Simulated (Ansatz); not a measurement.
# EuCd2Sb2: the cost of one run

All numbers are computed with Ansatz 0.2.0 through its Python package. The levels of theory stand in the script.

## Step 1: The structure

Symmetry: P-3m1, No. 164, trigonal system. The conventional cell has a = 4.744 Å, b = 4.744 Å, c = 7.705 Å, α = 90.00°, β = 90.00°, γ = 120.00°. Eu (site symmetry -3m) has 6 Sb at 3.33 Å as nearest neighbours. Cd (site symmetry 3m) has 4 Sb at 2.89 to 3.00 Å as nearest neighbours. Sb (site symmetry 3m) has 4 Cd at 2.89 to 3.00 Å as nearest neighbours.

The script holds or builds the structure itself.

## Step 2: Script

lattice_eucd2sb2.py

```python
"""Relaxed cell of EuCd2Sb2 under several functionals."""

import warnings

import ansatz
import numpy as np

def edges_and_angles(cell):
    cell = np.asarray(cell)
    a, b, c = np.linalg.norm(cell, axis=1)
    cosines = cell[1] @ cell[2] / (b * c), cell[0] @ cell[2] / (a * c), cell[0] @ cell[1] / (a * b)
    return (a, b, c, *np.degrees(np.arccos(cosines)))

warnings.simplefilter("ignore", ansatz.DeckWarning)

lattice = ansatz.Lattice.of(
    [4.74392, 0.0, 0.0],
    [-2.37196, 4.10836, 0.0],
    [0.0, 0.0, 7.70452],
)
sites = [
    ("Eu", [0.0, 0.0, 0.0]),
    ("Cd", [2 / 3, 1 / 3, 0.3653]),
    ("Cd", [1 / 3, 2 / 3, 0.6347]),
    ("Sb", [2 / 3, 1 / 3, 0.75441]),
    ("Sb", [1 / 3, 2 / 3, 0.24559]),
]
structure = ansatz.Crystal(lattice=lattice)
for symbol, position in sites:
    structure = structure.atom(symbol, position)
structure = structure.moments(Eu=9.1)

job = (
    structure.calculation()
    .spin("collinear")
    .basis(48 * ansatz.Ry)
    .occupations(ansatz.OccupationsMethod.COLD, width=150 * ansatz.meV)
    .kpoints(7, 7, 4)
    .relax(cell=True)
)

levels = [("pbesol", "d3bj"), ("r2scan", "d4"), ("r2scan", "none")]
print("level            a       b       c    alpha   beta  gamma  V/atom  steps")
for name, dispersion in levels:
    seen = []
    run = job.functional(name, dispersion=dispersion).session().plan()
    out = run.execute(on_event=lambda e: seen.append(e) if e["event"] == "relax_step" else None)
    cell = out.lattice.cell_ang
    label = name if dispersion == "none" else f"{name}+{dispersion}"
    print("{:13s} {:7.4f} {:7.4f} {:7.4f} {:6.2f} {:6.2f} {:6.2f}".format(label, *edges_and_angles(cell)), f"{abs(np.linalg.det(cell)) / len(out.lattice.sites):7.3f} {len(seen):5d}")
```

## Step 3: The calls as engine input

The engine receives this input (first run):

```yaml
crystal:
  lattice:
    - [4.74392, 0.0, 0.0]
    - [-2.37196, 4.10836, 0.0]
    - [0.0, 0.0, 7.70452]
  atoms:
    - { symbol: Eu, position: [0.0, 0.0, 0.0] }
    - { symbol: Cd, position: [0.6666666666666666, 0.3333333333333333, 0.3653] }
    - { symbol: Cd, position: [0.3333333333333333, 0.6666666666666666, 0.6347] }
    - { symbol: Sb, position: [0.6666666666666666, 0.3333333333333333, 0.75441] }
    - { symbol: Sb, position: [0.3333333333333333, 0.6666666666666666, 0.24559] }
basis:
  ecutwfc: 653.073269903712
kpoints:
  mp_grid:
    grid: [7, 7, 4]
hamiltonian:
  xc: pbesol
  dispersion: d3bj
magnetization:
  spin_polarized: true
  per_species:
    Eu: 9.1
scf:
  occupations:
    method: cold
    width: 0.15
relax:
  cell: {}
```

## Step 4: The run

Launch:

```console
$ python lattice_eucd2sb2.py
```

Q: Estimate wall time and peak memory on 1 thread of Intel Xeon Platinum 8175M at 2.50GHz (Skylake/Cascade Lake), shared host.

About 31 min, with a peak of 1.6 GiB.
